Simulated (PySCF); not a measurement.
**WF₃⁺: triplet, from a B3LYP minimum start**

Aim: relax WF₃⁺ as a triplet from a B3LYP minimum start, check by its vibrations whether the end is a minimum, and collect its spectrum and constants.

The runs use PySCF 2.14.0; B3LYP, basis W def2-SVP with ECP60, F def2-SVP, scalar-relativistic core potentials, no spin–orbit coupling, density fitting.

### 1 The starting structure

4 atoms, charge 1, spin multiplicity 3.

Bond lengths: W1–F2 1.816 Å, W1–F3 1.816 Å, W1–F4 1.799 Å. Angles: F2–W1–F3 104.6°, F2–W1–F4 127.4°, F3–W1–F4 128.0°.

Z-matrix (Å, degrees; charge 1 multiplicity 3):
```
W
F  1 1.8162
F  1 1.8157 2 104.56
F  1 1.7992 2 127.40 3 180.00
```

### 2 Finding the electronic state

The steps below are one call of a driver around PySCF. For each, scf.py gives the equivalent set-up of the SCF; relaxations use the driver's own optimiser. After this first run the driver tries any further starts and a stability analysis.

Input file scf.py:

```python
from pyscf import gto, scf, dft
mol = gto.M(atom='''
W     -0.025064     0.000000    -0.023133
F      0.217415    -0.000000     1.776849
F      1.655630     0.000000    -0.710272
F     -1.587456     0.000000    -0.915369''',
    basis={'W': 'def2-SVP', 'F': 'def2-SVP'},
    ecp={'W': 'def2-SVP'},
    charge=1, spin=2)
mf = dft.UKS(mol, xc='B3LYP')
mf.grids.atom_grid = (50, 194)
aux = {'W': 'def2-universal-JKFIT', 'F': 'def2-universal-JKFIT'}
mf = mf.density_fit(auxbasis=aux)
mf.conv_tol = 1e-08
mf.diis_space = 10
mf.max_cycle = 60
mf.init_guess = 'minao'
mf.verbose = 4
mf.kernel()
```

On the command line:

```console
> OMP_NUM_THREADS=2 python axn.py task.json out
```

After this run come: Relaxing the triplet from the B3LYP minimum start; Is it a minimum? Harmonic modes.

**Question.** What will these runs give? Wanted: minimum; geometry; wavenumbers; dipole moment; highest occupied, lowest empty level; polar-tensor charge of W1; zero-point energy; ⟨S²⟩.

As calculated:

| quantity | value |
| --- | --- |
| minimum | triplet, C2v |
| geometry | W–F 1.799 Å, W–F 1.816 Å (×2); F–W–F 104.6°, F–W–F 127.7° (×2) |
| wavenumbers (cm⁻¹) | 43 (b2), 107 (b1), 196 (a1), 724 (b2), 785 (a1), 808 (a1) |
| dipole moment (centre of mass) | 0.90 D |
| highest occupied, lowest empty level (either spin) | -14.28, -11.46 eV |
| polar-tensor charge of W1 | +2.56 e |
| zero-point energy | 15.9 kJ/mol |
| entropy at 298.15 K | 335.8 J/(mol K) |
| ⟨S²⟩ | 2.004 |

The molecule stays C2v, as typed, and the end point is a minimum. In the infrared the band at 808 cm⁻¹ (a1, stretch) leads. Most of the spin sits on W1 (Mulliken spin 1.96, against 2 for the whole molecule). Other starts or spin states, not run here, may lie lower. One determinant may miss the lowest occupation of an open d or f shell. Spin–orbit coupling, left out here, can matter for elements this heavy.
